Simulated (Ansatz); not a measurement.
# KCl (Sylvite): the cost of one run

All numbers are computed with the Python package of Ansatz 0.2.0. Level of theory: DFT mr2scan, plane waves, PAW.

## Step 1: The system

The structure is cubic, space group Fm-3m (No. 225). The conventional cell has a = 6.293 Å, b = 6.293 Å, c = 6.293 Å, α = 90.00°, β = 90.00°, γ = 90.00°. K (site symmetry m-3m) is surrounded by 6 Cl at 3.15 Å. Cl (site symmetry m-3m) is surrounded by 6 K at 3.15 Å.

The script holds or builds the structure itself.

## Step 2: Script

File ecut.py:

```python
"""Cutoff test for KCl."""

from dataclasses import dataclass

import ansatz
import matplotlib.pyplot as plt


@dataclass(frozen=True)
class RunConfig:
    filling: str = "Fixed"
    xc: str = "mr2scan"


settings = RunConfig()

cell = (
    ansatz.Lattice.of((0.0, 3.14647, 3.14647), (3.14647, 0.0, 3.14647), (3.14647, 3.14647, 0.0))
    .atom("K", (0.0, 0.0, 0.0))
    .atom("Cl", (0.5, 0.5, 0.5))
)

setup = (
    cell.calculation()
    .occupations(settings.filling)
    .functional(settings.xc)
    .kpoints(6, center="monkhorst-pack")
    .stress()
)

rows = []
for value in [300, 375, 450, 525]:
    r = setup.basis(value).run(threads=1).report
    rows.append((value, r["free_energy_ev"] / len(r["lattice"]["sites"]), r["n_iterations"], sum(r["stress_gpa"][i][i] for i in range(3)) / 3, r["n_pw"]))

print(" cutoff (eV)   F/atom (eV)    iterations       P (GPa)   plane waves")
for row in rows:
    print(f"{str(row[0]):>12s}  {row[1]:12.5f}  {row[2]:12d}  {row[3]:12.3f}  {row[4]:12d}")

# the last row is the reference
for row in rows[:-1]:
    shift = 1000 * (row[1] - rows[-1][1])
    print(f"{row[0]}: {shift:+.2f} meV/atom" + ("  (within 5 meV)" if abs(shift) < 5 else ""))
plt.figure(figsize=(4.5, 3))
plt.plot([str(row[0]) for row in rows], [1000 * (row[1] - rows[-1][1]) for row in rows], "o-")
plt.xlabel("cutoff (eV)")
plt.ylabel("F - F(last) (meV/atom)")
plt.tight_layout()
plt.savefig("ecut.png", dpi=100)
```

## Step 3: The calls as engine input

The package turns the script's settings into the engine's input (first run):

```yaml
crystal:
  lattice:
    - [0.0, 3.14647, 3.14647]
    - [3.14647, 0.0, 3.14647]
    - [3.14647, 3.14647, 0.0]
  atoms:
    - { symbol: K, position: [0.0, 0.0, 0.0] }
    - { symbol: Cl, position: [0.5, 0.5, 0.5] }
basis:
  ecutwfc: 300.0
kpoints:
  mp_grid:
    grid: [6, 6, 6]
    shift: [0.5, 0.5, 0.5]
hamiltonian:
  xc: mr2scan
scf:
  occupations:
    method: fixed
output:
  stress: true
```

## Step 4: Launch

Started as:

```bash
$ python ecut.py
```

**Question.** How long does this script take on 1 thread of Arm Neoverse V1, shared host, and how much memory does it need?

About 14 s, with a peak of 0.62 GiB.
